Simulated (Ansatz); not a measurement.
# AgO (doublet): wave-function methods side by side, def2-TZVPP

An exercise on one series of results from a longer session: the logs are not shown, and one member is left open.

Program: Ansatz 0.2.0, Gaussian basis. Level of theory: def2-TZVPP, core rule «outside noble gas», up to 5 orbitals frozen. These are calculated values, not measurements.

To be run: UHF; ROHF; CCSD(T) on UHF.

2 further runs of the same task are left out: 2 set aside as unsound or not needed.

## The geometry

The geometry is a PBE0/def2-TZVP stationary point (not a proven minimum). No spin-orbit coupling is included. Elements past krypton take def2 core potentials.

2 atoms, charge 0, spin multiplicity 2.

Atoms are counted from 1 here; the program's logs count them from 0.

Bond lengths: Ag1–O2 1.997 Å.

Set-up of the first run:

The input, in.yaml:

```yaml
crystal:
  periodic: [false, false, false]
  atoms:
    - {symbol: Ag, position_ang: [0.000000, 0.000000, 0.000000]}
    - {symbol: O, position_ang: [0.000000, 0.000000, 1.997400]}
basis:
  gaussian: {orbitals: def2-TZVPP}
magnetization: {spin_polarized: true, initial_magnetization: 1}
hamiltonian: {xc: hf}
output: {orbitals: {seedname: orbitals}}
```

Run with:

```
ansatz run in.yaml --threads 1 --pin off --events-out ev --progress --plain --max-ram 4096MiB --backend cpu
```

Among the steps run: UHF; ROHF; CCSD(T) on UHF.

One of the session's tables, all rows but one given; the rest of the session is left out.

| method | from UCCSD(T) (kJ/mol) |
| --- | --- |
| ROHF | +1566.4 |
| UHF | ? |
| UMP2 | +9.9 |
| UCCSD | +57.0 |
| UCCSD(T) | 0 |

Q: Estimate the row for UHF from the others.

The run gave: from UCCSD(T) (kJ/mol): +1552.1. In the column «from UCCSD(T) (kJ/mol)» it lies between UCCSD (+57.0) and ROHF (+1566.4).

With the free atoms at the same levels and basis (separate runs), the atomisation energy is 1.729 eV at UCCSD(T), 0.129 eV at ROHF.
